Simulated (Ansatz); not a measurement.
**SiAs (quartet): the correlation ladder, aug-cc-pVDZ**

How much of the correlation energy of SiAs (quartet) does each wave-function method recover here?

Method: aug-cc-pVDZ, core rule «outside noble gas», up to 19 orbitals frozen; program: Ansatz 0.2.0, Gaussian basis.

The runs, in order: UHF; CCSD(T) on ROHF; CCSD(T) on UHF; BCCD(T) on ROHF; CISD as a restricted active space (open shells left free, so some higher excitations enter); CCSDT(Q) on ROHF; CCSDT(Q) on UHF; CASSCF and MRCISD+Q, 9 electrons in 8 orbitals; CASSCF and NEVPT2, 9 electrons in 8 orbitals.

18 further runs of the same task are left out: 6 that didn't finish, 12 set aside as unsound or not needed. Runs told in other sessions of the task aren't counted.

### Step 1. What is computed

The geometry is a PBE0/def2-TZVPD stationary point (not a proven minimum) of the parent state, kept for this charge and spin. No spin-orbit coupling is included. The filled d shell of As may be among the frozen orbitals whatever the setting's name suggests.

2 atoms, charge 0, spin multiplicity 4.

Atoms are counted from 1 here; the program's logs count them from 0.

Bond lengths: Si1–As2 2.289 Å.

### Step 2. UHF

File in.yaml:

```yaml
crystal:
  periodic: [false, false, false]
  atoms:
    - {symbol: Si, position_ang: [0.000000, 0.000000, 0.000000]}
    - {symbol: As, position_ang: [0.000000, 0.000000, 2.289000]}
basis:
  gaussian: {orbitals: aug-cc-pVDZ}
magnetization: {spin_polarized: true, initial_magnetization: 3}
hamiltonian: {xc: hf}
output: {orbitals: {seedname: orbitals}}
```

Run with:

```console
$ ansatz run in.yaml --threads 1 --pin off --events-out ev --progress --plain --max-ram 2393MiB
```

The runs that follow: CCSD(T) on ROHF; CCSD(T) on UHF; BCCD(T) on ROHF; CISD as a restricted active space (open shells left free, so some higher excitations enter); CCSDT(Q) on ROHF; CCSDT(Q) on UHF; CASSCF and MRCISD+Q, 9 electrons in 8 orbitals; CASSCF and NEVPT2, 9 electrons in 8 orbitals.

Before running them: what should the planned runs give, taken together? Wanted: UCCSDT(Q) from the RHF energy; RMP2 from UCCSDT(Q); UMP2 from UCCSDT(Q); RCCSD from UCCSDT(Q); RCCSD(T) from UCCSDT(Q); UCCSD(T) from UCCSDT(Q); RCCSDT(Q) from UCCSDT(Q); NEVPT2 valence from UCCSDT(Q); MRCISD+Q valence from UCCSDT(Q).

The runs gave:

| quantity | value |
| --- | --- |
| UCCSDT(Q) from the ROHF energy | -4.7573 eV |
| RMP2 from UCCSDT(Q) | +24.84 kcal/mol |
| UMP2 from UCCSDT(Q) | +25.84 kcal/mol |
| RCCSD from UCCSDT(Q) | +4.83 kcal/mol |
| RCCSD(T) from UCCSDT(Q) | +1.20 kcal/mol |
| UCCSD(T) from UCCSDT(Q) | +1.05 kcal/mol |
| RCCSDT(Q) from UCCSDT(Q) | +0.16 kcal/mol |
| NEVPT2 valence from UCCSDT(Q) | +16.65 kcal/mol |
| MRCISD+Q valence from UCCSDT(Q) | -3.38 kcal/mol |
| levels within 1 kcal/mol (43 meV) | RCCSDT, UCCSDT, RCCSDT(Q) |
| T1 diagnostic | 0.025 |
| effectively unpaired electrons | 3.70 |

**Reading.** RCCSD(T) misses by +1.20 kcal/mol, 1.1 % of the correlation energy. The occupations show static correlation (3.70 effectively unpaired electrons where one determinant has 3). Of the multireference levels listed MRCISD+Q valence comes nearest in total energy (-3.38 kcal/mol), which doesn't show that its space is the better one. These misses are within one basis, not against nature; the frozen cores of restricted and unrestricted runs differ, which can shift their rows.

With open shells the CI space here admits some higher excitations, so it is larger than plain CISD.
